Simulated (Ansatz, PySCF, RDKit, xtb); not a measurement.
**SnN3H6F: which of the isomers drawn lies lowest?, part 1 of 2**

A sample of isomers of SnN3H6F is drawn. Aim: find which of them has the lowest free energy at 298.15 K, then its properties. The sample is small against all isomers, and the most stable one of this formula need not be in it. One structure proposed beforehand is put among the starts (marked given), to see whether the search confirms or beats it.

The funnel: GFN2-xTB relaxations, single points with a density functional, relaxations at PBE0-D4/def2-SVP, harmonic vibrations (at GFN2-xTB), and a last energy at a higher level. All values are calculated.

### Step 1. Drawing up candidates

Isomers were drawn by moving bonds and hydrogen atoms under normal valences; this is a sample, not all of them. O–O, O–halogen and N–halogen bonds and N–N–N chains are not drawn. That gives 2 candidates.

| label | SMILES | spin |
| --- | --- | --- |
| c151 | N[NH][Sn@H]([NH2])[F] | singlet |
| c290 | [NH2][Sn]([NH2])([NH2])[F] | singlet |

Candidates are built by distance geometry, with a force field where one applies, in up to four conformers (letters a to d).

### Step 2. Cheap relaxation of all starts

All 4 starts are relaxed the same way. One of them, c151b (drawn by moving bonds, embedded by distance geometry and UFF), in full:

The input, start.xyz:

```xyz
11
c151b
F     -1.871035     0.022068    -1.774026
N      0.750653    -0.509330     0.642365
N      0.896381     0.638485    -0.061084
N     -2.085420     1.756055     0.988552
Sn    -0.961042     1.372791    -0.658111
H      0.202773    -0.274355     1.565157
H      0.153903    -1.177483     0.134958
H      1.395377     0.380045    -0.981985
H     -0.800748     2.847720    -1.565874
H     -1.582886     2.492499     1.550888
H     -2.973455     2.174117     0.744027
```

Run with:

```console
$ xtb start.xyz --gfn 2 --opt
```

Output, cut to the lines that bear on the results:

```text
* xtb version 6.7.1
[...]
          :  # basis functions                  32          :
[...]
          :  # electrons                        32          :
[...]
          :  Hamiltonian                  GFN2-xTB          :
[...]
          :  net charge                          0          :
          :  unpaired electrons                  0          :
[...]
   *** convergence criteria satisfied after 15 iterations ***
[...]
   *** GEOMETRY OPTIMIZATION CONVERGED AFTER 28 ITERATIONS ***
[...]
   *** convergence criteria satisfied after 3 iterations ***
[...]
         ::                     SUMMARY                     ::
         :::::::::::::::::::::::::::::::::::::::::::::::::::::
         :: total energy             -18.608295544596 Eh    ::
         :: gradient norm              0.000564648151 Eh/a0 ::
         :: HOMO-LUMO gap              1.567759973246 eV    ::
         ::.................................................::
         :: SCC energy               -18.713443488191 Eh    ::
         :: -> isotropic ES            0.040683237735 Eh    ::
         :: -> anisotropic ES         -0.002654636137 Eh    ::
         :: -> anisotropic XC          0.014217780997 Eh    ::
         :: -> dispersion             -0.006388243092 Eh    ::
         :: repulsion energy           0.105147943595 Eh    ::
         :: add. restraining           0.000000000000 Eh    ::
         :: total charge              -0.000000000000 e     ::
         :::::::::::::::::::::::::::::::::::::::::::::::::::::
[...]
        16        2.0000           -0.3776712             -10.2770 (HOMO)
        17                         -0.3200571              -8.7092 (LUMO)
[...]
     #   Z          covCN         q      C6AA      α(0)
     1   9 F        0.693    -0.435    13.983     4.415
     2   7 N        2.748    -0.128    23.782     7.243
     3   7 N        2.587    -0.213    25.665     7.524
     4   7 N        2.532    -0.414    30.805     8.243
     5  50 Sn       3.028     0.412   369.661    37.775
     6   1 H        0.860     0.202     1.096     1.640
     7   1 H        0.860     0.183     1.196     1.713
     8   1 H        0.861     0.158     1.345     1.817
     9   1 H        0.720    -0.068     4.798     3.470
    10   1 H        0.861     0.142     1.459     1.892
    11   1 H        0.863     0.161     1.326     1.803
[...]
     #   Z sym  total        # sym  WBO       # sym  WBO       # sym  WBO
 ---------------------------------------------------------------------------
     1   9 F    0.986 --     5 Sn   0.820
     2   7 N    3.430 --     3 N    1.257     6 H    0.941     7 H    0.937
                             9 H    0.129
     3   7 N    3.134 --     2 N    1.257     8 H    0.956     5 Sn   0.529
                             9 H    0.172     4 N    0.140
     4   7 N    3.156 --    10 H    0.965    11 H    0.954     5 Sn   0.854
                             3 N    0.140     9 H    0.122
     5  50 Sn   2.835 --     4 N    0.854     1 F    0.820     3 N    0.529
                             9 H    0.525
     6   1 H    0.959 --     2 N    0.941
     7   1 H    0.966 --     2 N    0.937
     8   1 H    0.975 --     3 N    0.956
     9   1 H    0.995 --     5 Sn   0.525     3 N    0.172     2 N    0.129
[...]
molecular dipole:
                 x           y           z       tot (Debye)
 q only:        0.938       0.137       0.829
   full:        0.764       0.339       0.653       2.697
molecular quadrupole (traceless):
[...]
          | TOTAL ENERGY              -18.608295544596 Eh   |
          | GRADIENT NORM               0.000564648151 Eh/α |
          | HOMO-LUMO GAP               1.567759973246 eV   |
           -------------------------------------------------
[...]
```

It took 0.15 s on 2 threads of AMD EPYC 7B13 (Zen 3), shared host.

### Step 3. What the search left

4 of the 4 relaxations converged; 1 ended on a minimum already found. 3 distinct structures remain:

| label | start | SMILES after | spin | energy (kcal/mol) |
| --- | --- | --- | --- | --- |
| c290a | given | [NH2][Sn]([NH2])([NH2])[F] | singlet | 0.0 |
| c151b | drawn | N[NH][Sn@H]([NH2])[F] | singlet | 13.9 |
| c151a | drawn | N[NH][Sn@H]([NH2])[F] | singlet | 19.6 |

### Step 4. Screening with a density functional

A choice of the minima (the low ones first, few conformers of a pattern, up to a cap) and the lowest that fell apart get a single point at r2SCAN-D4/def2-SVP on the tight-binding geometry, and one at HF/STO-3G for comparison. The lowest singlets are also tried as triplets at the same geometry (label ending in t). The first, c290a:

The input, input.yaml:

```yaml
basis:
  gaussian:
    orbitals: def2-SVP
crystal:
  periodic: [false, false, false]
  atoms:
    - symbol: F
      position_ang: [1.014449, 1.870075, 0.384578]
    - symbol: "N"
      position_ang: [-1.779949, 0.609062, -0.578476]
    - symbol: N
      position_ang: [0.089253, -0.881451, 1.771395]
    - symbol: N
      position_ang: [1.151856, -0.794170, -1.404421]
    - symbol: Sn
      position_ang: [0.083130, 0.135425, 0.030369]
    - symbol: H
      position_ang: [-1.857637, 1.601385, -0.775332]
    - symbol: H
      position_ang: [-2.457485, 0.407102, 0.148669]
    - symbol: H
      position_ang: [0.774064, -1.629274, 1.747782]
    - symbol: H
      position_ang: [0.349773, -0.278700, 2.545016]
    - symbol: H
      position_ang: [2.039193, -0.325716, -1.558270]
    - symbol: H
      position_ang: [0.658753, -0.770738, -2.290609]
total_charge: 0
hamiltonian:
  xc: r2scan
  dispersion: d4
scf:
  lower_state_search: off
output:
  orbitals: {seedname: orbitals}
```

Run with:

```console
$ ansatz run input.yaml --threads 2 --pin off --max-ram 5220MiB --events-out events.jsonl --progress --plain --runs-dir runs
```

Output, cut to the lines that bear on the results:

```text
Warning: RAYON_NUM_THREADS=2 ignored (pool sized by the plan → 2); use --threads N
Functional definition: r2SCAN
  name "r2SCAN"
[...]
1303 factors; their error is unknown
[...]
mean field -13109.94795006 eV, -481.7817009228 hartree, gradient 2.8e-6 eV, S^2 0.000000; 0 other end points of the search recorded, 0 dependent functions left out
reference -13109.94796229 eV, -481.7817013724 hartree; 29, 29 occupied and 83, 83 virtual orbitals, 1303 factors
Total energy: -13110.00334905 eV, -481.7837367981 hartree
Checks for a lower state left out: stability, starts, cluster_reference, orbital_swaps, neighbouring_geometries, increment
```

It took 1.4 s on 2 threads of AMD EPYC 7B13 (Zen 3), shared host; peak memory 0.16 GiB.

Relative energies in kcal/mol, each column from its lowest structure that stays in one piece:

| label | SMILES | spin | GFN2-xTB | HF/STO-3G | r2SCAN-D4/def2-SVP |
| --- | --- | --- | --- | --- | --- |
| c290a | [NH2][Sn]([NH2])([NH2])[F] | singlet | 0.0 | 0.0 | 0.0 |
| c151a | N[NH][Sn@H]([NH2])[F] | singlet | 19.6 | 47.7 | 47.5 |
| c151b | N[NH][Sn@H]([NH2])[F] | singlet | 13.9 | 105.0 | 56.2 |
| c151at | N[NH][Sn@H]([NH2])[F] | triplet | – | – | 111.1 |
| c290at | [NH2][Sn]([NH2])([NH2])[F] | triplet | – | – | 112.2 |

### Step 5. Refinement at PBE0-D4/def2-SVP

3 candidates are relaxed at PBE0-D4/def2-SVP (chosen among the lowest in one piece). The first, c290a:

The input, input.yaml:

```yaml
crystal:
  periodic: [false, false, false]
  atoms:
    - {symbol: F, position_ang: [1.014449, 1.870075, 0.384578]}
    - {symbol: "N", position_ang: [-1.779949, 0.609062, -0.578476]}
    - {symbol: N, position_ang: [0.089253, -0.881451, 1.771395]}
    - {symbol: N, position_ang: [1.151856, -0.794170, -1.404421]}
    - {symbol: Sn, position_ang: [0.083130, 0.135425, 0.030369]}
    - {symbol: H, position_ang: [-1.857637, 1.601385, -0.775332]}
    - {symbol: H, position_ang: [-2.457485, 0.407102, 0.148669]}
    - {symbol: H, position_ang: [0.774064, -1.629274, 1.747782]}
    - {symbol: H, position_ang: [0.349773, -0.278700, 2.545016]}
    - {symbol: H, position_ang: [2.039193, -0.325716, -1.558270]}
    - {symbol: H, position_ang: [0.658753, -0.770738, -2.290609]}
basis:
  gaussian:
    orbitals: def2-SVP
hamiltonian:
  xc: {name: PBE0}
  dispersion: d4
scf:
  lower_state_search: "off"
relax:
  f_tol: 0.006
```

Run with:

```console
$ ansatz run input.yaml --threads 2 --pin off --max-ram 5220MiB --events-out events.jsonl --progress --plain --runs-dir runs
```

Output, cut to the lines that bear on the results:

```text
Warning: RAYON_NUM_THREADS=2 ignored (pool sized by the plan → 2); use --threads N
[...]
Functional definition: PBE0
  name "PBE0"
[...]
1316 factors; integrals over basis functions are off by at most 3.3e-4 eV
[...]
mean field -13103.82178067 eV, -481.5565683502 hartree, gradient 8.0e-6 eV, S^2 0.000000; 0 other end points of the search recorded, 0 dependent functions left out
[...]
reference -13103.82181246 eV, -481.5565695184 hartree; 29, 29 occupied and 83, 83 virtual orbitals, 1316 factors
relax step   1: F+E_penalty+E_count = -13104.01068164 eV  Δ(F+E_penalty+E_count) = +0.000e0 eV  max|allowed force component| = 1.010e0 eV/Å  Δτ_max = 0.0000 Å  (15 SCF iters, accepted)
[...]
relax step   4: F+E_penalty+E_count = -13104.05212972 eV  Δ(F+E_penalty+E_count) = -9.584e-4 eV  max|allowed force component| = 2.079e-2 eV/Å  Δτ_max = 0.0182 Å  (20 SCF iters, accepted)
[...]
Atom 2 at     0.115689    -0.883416     1.750499 Å, force    -0.000571     0.004477    -0.004934 eV/Å
Atom 3 at     1.122628    -0.773677    -1.414087 Å, force    -0.001398     0.003363     0.004799 eV/Å
Atom 4 at     0.112136     0.192281     0.042309 Å, force    -0.001727    -0.004261    -0.000228 eV/Å
Atom 5 at    -1.892926     1.558483    -0.866026 Å, force    -0.000004    -0.000701     0.000780 eV/Å
Atom 6 at    -2.449015     0.432093     0.201791 Å, force    -0.003126     0.000830     0.000499 eV/Å
Atom 7 at     0.816351    -1.622353     1.731425 Å, force     0.000593    -0.001318     0.002060 eV/Å
Atom 8 at     0.279862    -0.313282     2.578150 Å, force     0.000732    -0.000777    -0.001730 eV/Å
Atom 9 at     2.071521    -0.424698    -1.536054 Å, force    -0.001616    -0.000556    -0.000188 eV/Å
Atom 10 at     0.645041    -0.710906    -2.311483 Å, force     0.001280    -0.000561    -0.002397 eV/Å
Dipole moment:    -0.034248    -0.059978    -0.011110 e Å
Checks for a lower state left out: stability, starts, cluster_reference, orbital_swaps, neighbouring_geometries, increment
```

Run time: 12 s. Hardware: 2 threads of AMD EPYC 7B13 (Zen 3), shared host; peak memory 0.26 GiB.

Energy change by step (eV): 0.0000, -0.0379, -0.0405, -0.0414, -0.0416.

After the run. Bond lengths: F1–Sn5 1.955 Å, N2–Sn5 2.019 Å, N3–Sn5 2.019 Å, N4–Sn5 2.019 Å, N2–H6 1.018 Å, N2–H7 1.018 Å, N3–H8 1.018 Å, N3–H9 1.018 Å, N4–H10 1.018 Å, N4–H11 1.019 Å. Some angles: F1–Sn5–N2 108.1°, F1–Sn5–N3 108.2°, F1–Sn5–N4 108.1°, N2–Sn5–N3 110.8°, N2–Sn5–N4 110.8°, N3–Sn5–N4 110.8°, Sn5–N2–H6 112.9°, Sn5–N2–H7 111.8°, Sn5–N3–H8 111.8°, Sn5–N3–H9 112.9°.

### Step 6. After refinement

| label | spin | r2SCAN-D4/def2-SVP (kcal/mol) | PBE0-D4/def2-SVP, relaxed (kcal/mol) | time |
| --- | --- | --- | --- | --- |
| c290a | singlet | 0.0 | 0.0 | 12 s |
| c151b | singlet | 56.2 | 37.4 | 43 s |
| c151a | singlet | 47.5 | 37.5 | 31 s |

c290a: Bond lengths: F1–Sn5 1.955 Å, N2–Sn5 2.019 Å, N3–Sn5 2.019 Å, N4–Sn5 2.019 Å, N2–H6 1.018 Å, N2–H7 1.018 Å, N3–H8 1.018 Å, N3–H9 1.018 Å, N4–H10 1.018 Å, N4–H11 1.019 Å. Some angles: F1–Sn5–N2 108.1°, F1–Sn5–N3 108.2°, F1–Sn5–N4 108.1°, N2–Sn5–N3 110.8°, N2–Sn5–N4 110.8°, N3–Sn5–N4 110.8°, Sn5–N2–H6 112.9°, Sn5–N2–H7 111.8°, Sn5–N3–H8 111.8°, Sn5–N3–H9 112.9°.

c151b: Bond lengths: N2–N3 1.399 Å, F1–Sn5 1.953 Å, N3–Sn5 2.014 Å, N4–Sn5 2.028 Å, N2–H6 1.018 Å, N2–H7 1.021 Å, N3–H8 1.014 Å, Sn5–H9 1.712 Å, N4–H10 1.018 Å, N4–H11 1.019 Å. Some angles: N2–N3–Sn5 122.6°, F1–Sn5–N3 110.5°, F1–Sn5–N4 99.8°, N3–Sn5–N4 103.9°, N2–N3–H8 111.9°, Sn5–N3–H8 120.7°, N3–N2–H6 109.2°, N3–N2–H7 112.0°, F1–Sn5–H9 107.1°, N3–Sn5–H9 113.1°.

c151a: Bond lengths: N2–N3 1.401 Å, F1–Sn5 1.955 Å, N3–Sn5 2.021 Å, N4–Sn5 2.015 Å, N2–H6 1.020 Å, N2–H7 1.019 Å, N3–H8 1.019 Å, Sn5–H9 1.706 Å, N4–H10 1.018 Å, N4–H11 1.017 Å. Some angles: N2–N3–Sn5 112.9°, F1–Sn5–N3 103.0°, F1–Sn5–N4 109.8°, N3–Sn5–N4 107.9°, N2–N3–H8 116.6°, Sn5–N3–H8 119.1°, N3–N2–H6 112.8°, N3–N2–H7 110.4°, F1–Sn5–H9 107.3°, N3–Sn5–H9 116.8°.

### Step 7. Harmonic analysis of the finalists

The lowest few in one piece go on as finalists. In this search the thermal terms come from GFN2-xTB at its own nearest minimum. The first, c290a:

The input, start.xyz:

```xyz
11
c290a
F      1.020208     1.889035     0.388346
N     -1.776095     0.599439    -0.544169
N      0.115689    -0.883416     1.750499
N      1.122628    -0.773677    -1.414087
Sn     0.112136     0.192281     0.042309
H     -1.892926     1.558483    -0.866026
H     -2.449015     0.432093     0.201791
H      0.816351    -1.622353     1.731425
H      0.279862    -0.313282     2.578150
H      2.071521    -0.424698    -1.536054
H      0.645041    -0.710906    -2.311483
```

Run with:

```console
$ xtb start.xyz --gfn 2 --ohess tight
```

Output, cut to the lines that bear on the results:

```text
* xtb version 6.7.1
[...]
          :  # basis functions                  32          :
[...]
          :  # electrons                        32          :
[...]
          :  Hamiltonian                  GFN2-xTB          :
[...]
          :  net charge                          0          :
          :  unpaired electrons                  0          :
[...]
   *** convergence criteria satisfied after 17 iterations ***
[...]
   *** GEOMETRY OPTIMIZATION CONVERGED AFTER 11 ITERATIONS ***
[...]
   *** convergence criteria satisfied after 3 iterations ***
[...]
         ::                     SUMMARY                     ::
         :::::::::::::::::::::::::::::::::::::::::::::::::::::
         :: total energy             -18.630407498775 Eh    ::
         :: gradient norm              0.000112536999 Eh/a0 ::
         :: HOMO-LUMO gap              3.889093014070 eV    ::
         ::.................................................::
         :: SCC energy               -18.751694557081 Eh    ::
         :: -> isotropic ES            0.045522092079 Eh    ::
         :: -> anisotropic ES         -0.001792579460 Eh    ::
         :: -> anisotropic XC          0.013488652170 Eh    ::
         :: -> dispersion             -0.005998880052 Eh    ::
         :: repulsion energy           0.121287058306 Eh    ::
         :: add. restraining           0.000000000000 Eh    ::
         :: total charge               0.000000000000 e     ::
         :::::::::::::::::::::::::::::::::::::::::::::::::::::
[...]
        16        2.0000           -0.4124383             -11.2230 (HOMO)
        17                         -0.2695167              -7.3339 (LUMO)
[...]
molecular dipole:
                 x           y           z       tot (Debye)
 q only:       -0.391      -0.730      -0.149
   full:       -0.199      -0.371      -0.075       1.087
molecular quadrupole (traceless):
[...]
          | TOTAL ENERGY              -18.630407498775 Eh   |
          | TOTAL ENTHALPY            -18.546247472819 Eh   |
          | TOTAL FREE ENERGY         -18.591815531857 Eh   |
          | GRADIENT NORM               0.000112534620 Eh/α |
[...]
```

Wall time 0.23 s (2 threads of AMD EPYC 7B13 (Zen 3), shared host).

### Step 8. Thermal terms of the finalists

As xtb prints them, at 298.15 K, with its own treatment of low modes:

| label | SMILES | spin | lowest mode (cm⁻¹) | zero-point (kcal/mol) | G − E (kcal/mol) |
| --- | --- | --- | --- | --- | --- |
| c290a | [NH2][Sn]([NH2])([NH2])[F] | singlet | 92 | 46.0 | 24.2 |
| c151b | N[NH][Sn@H]([NH2])[F] | singlet | 67 | 43.2 | 21.3 |
| c151a | N[NH][Sn@H]([NH2])[F] | singlet | 40 | 43.7 | 21.4 |

### Step 9. Last filter: a higher level

Single points at CCSD(T)/def2-SVP + MP2/def2-TZVPP - MP2/def2-SVP on the refined geometries decide the order.

c290a, CCSD(T)/def2-SVP:

The input, input.yaml:

```yaml
crystal:
  periodic: [false, false, false]
  atoms:
    - {symbol: F, position_ang: [1.020208, 1.889035, 0.388346]}
    - {symbol: N, position_ang: [-1.776095, 0.599439, -0.544169]}
    - {symbol: "N", position_ang: [0.115689, -0.883416, 1.750499]}
    - {symbol: "N", position_ang: [1.122628, -0.773677, -1.414087]}
    - {symbol: Sn, position_ang: [0.112136, 0.192281, 0.042309]}
    - {symbol: H, position_ang: [-1.892926, 1.558483, -0.866026]}
    - {symbol: H, position_ang: [-2.449015, 0.432093, 0.201791]}
    - {symbol: H, position_ang: [0.816351, -1.622353, 1.731425]}
    - {symbol: H, position_ang: [0.279862, -0.313282, 2.578150]}
    - {symbol: H, position_ang: [2.071521, -0.424698, -1.536054]}
    - {symbol: H, position_ang: [0.645041, -0.710906, -2.311483]}
basis:
  gaussian:
    orbitals: def2-SVP
correlation:
  method: ccsd_t
  frozen_orbitals: {Sn: 4, "N": 1, F: 1, H: 0}
```

Run with:

```console
$ ansatz run input.yaml --threads 2 --pin off --max-ram 5220MiB --events-out events.jsonl --progress --plain --runs-dir runs
```

Output, cut to the lines that bear on the results:

```text
Warning: RAYON_NUM_THREADS=2 ignored (pool sized by the plan → 2); use --threads N
Functional definition: HF
  name "HF"
[...]
1212 factors; integrals over basis functions are off by at most 1.3e-3 eV
[...]
mean field -13046.61856419 eV, -479.4543889183 hartree, gradient 2.0e-6 eV, S^2 0.000000; 0 other end points of the search recorded, 0 dependent functions left out
8 core orbitals not correlated: weight in the atoms' cores, before any rotation towards them, 1.000 or more for the frozen orbitals, at most 0.000 for the correlated occupied ones
reference -13046.61856419 eV, -479.4543889183 hartree; 21, 21 occupied and 83, 83 virtual orbitals, 1212 factors
second order -22.37589491 eV of doubles, -0.00000000 eV of singles
cycle   1  -22.63741532 eV  change   -2.6e-1 eV  update   1.1e-1
[...]
cycle   9  -23.29990050 eV  change    6.4e-6 eV  update   3.6e-5
perturbative correction -0.57732861 eV, -0.0212164352 hartree
Total energy: -13070.49579330 eV, -480.3318609037 hartree
```

Wall time 16 s (2 threads of AMD EPYC 7B13 (Zen 3), shared host); peak memory 0.7 GiB.

### Step 10. c290a at MP2/def2-TZVPP

Changes to input.yaml since step 9:

```diff
@@ -6,3 +6,3 @@
     - {symbol: "N", position_ang: [0.115689, -0.883416, 1.750499]}
-    - {symbol: "N", position_ang: [1.122628, -0.773677, -1.414087]}
+    - {symbol: N, position_ang: [1.122628, -0.773677, -1.414087]}
     - {symbol: Sn, position_ang: [0.112136, 0.192281, 0.042309]}
@@ -16,5 +16,5 @@
   gaussian:
-    orbitals: def2-SVP
+    orbitals: def2-TZVPP
 correlation:
-  method: ccsd_t
+  method: mp2
   frozen_orbitals: {Sn: 4, "N": 1, F: 1, H: 0}
```

Run with:

```console
$ ansatz run input.yaml --threads 2 --pin off --max-ram 5220MiB --events-out events.jsonl --progress --plain --runs-dir runs
```

Output:

```text
Warning: RAYON_NUM_THREADS=2 ignored (pool sized by the plan → 2); use --threads N
Functional definition: HF
  name "HF"
  exchange = exact_x
  correlation = 0
1722 factors; integrals over basis functions are off by at most 1.0e-3 eV
mean field evaluation 1: about -13049.7141 eV, gradient 5.9e1 eV
mean field evaluation 2: about -13049.8953 eV, gradient 6.0e1 eV
mean field evaluation 4: about -13056.3210 eV, gradient 3.4e0 eV
mean field evaluation 8: about -13056.3837 eV, gradient 3.3e-1 eV
mean field evaluation 16: about -13056.3842 eV, gradient 2.4e-6 eV
mean field -13056.38419747 eV, -479.8132693220 hartree, gradient 2.4e-6 eV, S^2 0.000000; 0 other end points of the search recorded, 0 dependent functions left out
8 core orbitals not correlated: weight in the atoms' cores, before any rotation towards them, 1.000 or more for the frozen orbitals, at most 0.000 for the correlated occupied ones
reference -13056.38419747 eV, -479.8132693220 hartree; 21, 21 occupied and 229, 229 virtual orbitals, 1722 factors
second order -33.46748199 eV of doubles, -0.00000000 eV of singles
Total energy: -13089.85167946 eV, -481.0431766000 hartree
```

It took 6.3 s on 2 threads of AMD EPYC 7B13 (Zen 3), shared host; peak memory 0.68 GiB.

(Continued in part 2 of 2.)
